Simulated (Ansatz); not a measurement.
Ba2Tl5V3O12:

```
Ba V Tl O
1.0
     4.23698    2.44622    6.12840
    -4.23698    2.44622    6.12840
     0.00000   -4.89244    6.12840
Ba V Tl O
2 3 5 12
Direct
  0.50000 0.50000 0.50000
  0.00000 0.00000 0.00000
  0.50000 0.50000 0.00000
  0.00000 0.50000 0.50000
  0.50000 0.00000 0.50000
  0.00000 0.00000 0.50000
  0.50000 0.00000 0.00000
  0.00000 0.50000 0.00000
  0.74045 0.74045 0.74045
  0.25955 0.25955 0.25955
  0.71652 0.08089 0.41242
  0.41242 0.71652 0.08089
  0.08089 0.41242 0.71652
  0.58757 0.91911 0.28348
  0.91911 0.28348 0.58757
  0.28348 0.58757 0.91911
  0.28348 0.91911 0.58757
  0.58757 0.28348 0.91911
  0.91911 0.58757 0.28348
  0.41242 0.08089 0.71652
  0.08089 0.71652 0.41242
  0.71652 0.41242 0.08089
```

The cell was built by a generator and needn't be a form met in nature.

- Program: Ansatz 0.2.0
- Task: relaxation of cell and atoms
- Functional: r2SCAN
- Dispersion: D4
- Potentials or basis: Ansatz PAW
- Cutoff: 500 eV (not typed: the program's choice for these potentials)
- k mesh: 3 × 3 × 3
- Occupations: fermi-dirac, width 0.05 eV
- Spin: collinear spin, ferromagnetic start
- Starting moments: [0.0, 0.0, 2.0, 2.0, 2.0, 0.0, 0.0, 0.0, 0.0, 0.0, 0.0, 0.0, 0.0, 0.0, 0.0, 0.0, 0.0, 0.0, 0.0, 0.0, 0.0, 0.0] μB

At the start: volume 17.32 Å³/atom.

Problem. Where does the relaxation end?

Solution. It ends after 6 steps and the volume is 16.37 Å³/atom (-5.5 %); space group R-3m (No. 166, to 0.05 Å); moment 1.24 μB per cell.

The path:
```tsv
step	energy change (eV)	largest force (eV/Å)	volume (Å³)
1	0.0000	0.2003	381.11
2	-0.0979	0.3997	345.68
3	-0.2733	0.0875	362.05
4	-0.2803	0.0174	360.56
5	-0.2811	0.0085	360.17
6	-0.2738	0.0087	360.17
```

Final structure:
```yaml
crystal:
  lattice:
    - [4.16117, 2.40245, 6.00466]
    - [-4.16117, 2.40245, 6.00466]
    - [0.00000, -4.80491, 6.00466]
  atoms:
    - { symbol: Ba, position: [0.50000, 0.50000, 0.50000] }
    - { symbol: Ba, position: [0.00000, 0.00000, 0.00000] }
    - { symbol: V, position: [0.50000, 0.50000, 0.00000] }
    - { symbol: V, position: [0.00000, 0.50000, 0.50000] }
    - { symbol: V, position: [0.50000, 0.00000, 0.50000] }
    - { symbol: Tl, position: [0.00000, 0.00000, 0.50000] }
    - { symbol: Tl, position: [0.50000, 0.00000, 0.00000] }
    - { symbol: Tl, position: [0.00000, 0.50000, 0.00000] }
    - { symbol: Tl, position: [0.74208, 0.74208, 0.74208] }
    - { symbol: Tl, position: [0.25792, 0.25792, 0.25792] }
    - { symbol: O, position: [0.71911, 0.08248, 0.41195] }
    - { symbol: O, position: [0.41195, 0.71911, 0.08248] }
    - { symbol: O, position: [0.08248, 0.41195, 0.71911] }
    - { symbol: O, position: [0.58805, 0.91752, 0.28089] }
    - { symbol: O, position: [0.91752, 0.28089, 0.58805] }
    - { symbol: O, position: [0.28089, 0.58805, 0.91752] }
    - { symbol: O, position: [0.28089, 0.91752, 0.58805] }
    - { symbol: O, position: [0.58805, 0.28089, 0.91752] }
    - { symbol: O, position: [0.91752, 0.58805, 0.28089] }
    - { symbol: O, position: [0.41195, 0.08248, 0.71911] }
    - { symbol: O, position: [0.08248, 0.71911, 0.41195] }
    - { symbol: O, position: [0.71911, 0.41195, 0.08248] }
```

Caveat: the magnetic or orbital state may not be the lowest; the plane-wave basis is chosen anew once the cell has moved, so the energies of steps on either side of that aren't comparable; pairwise dispersion overbinds metals, which lowers pressure and volume; the PAW data sets come from PBE, with cores solved anew for the run's functional, which leaves a small shift of forces and pressure.
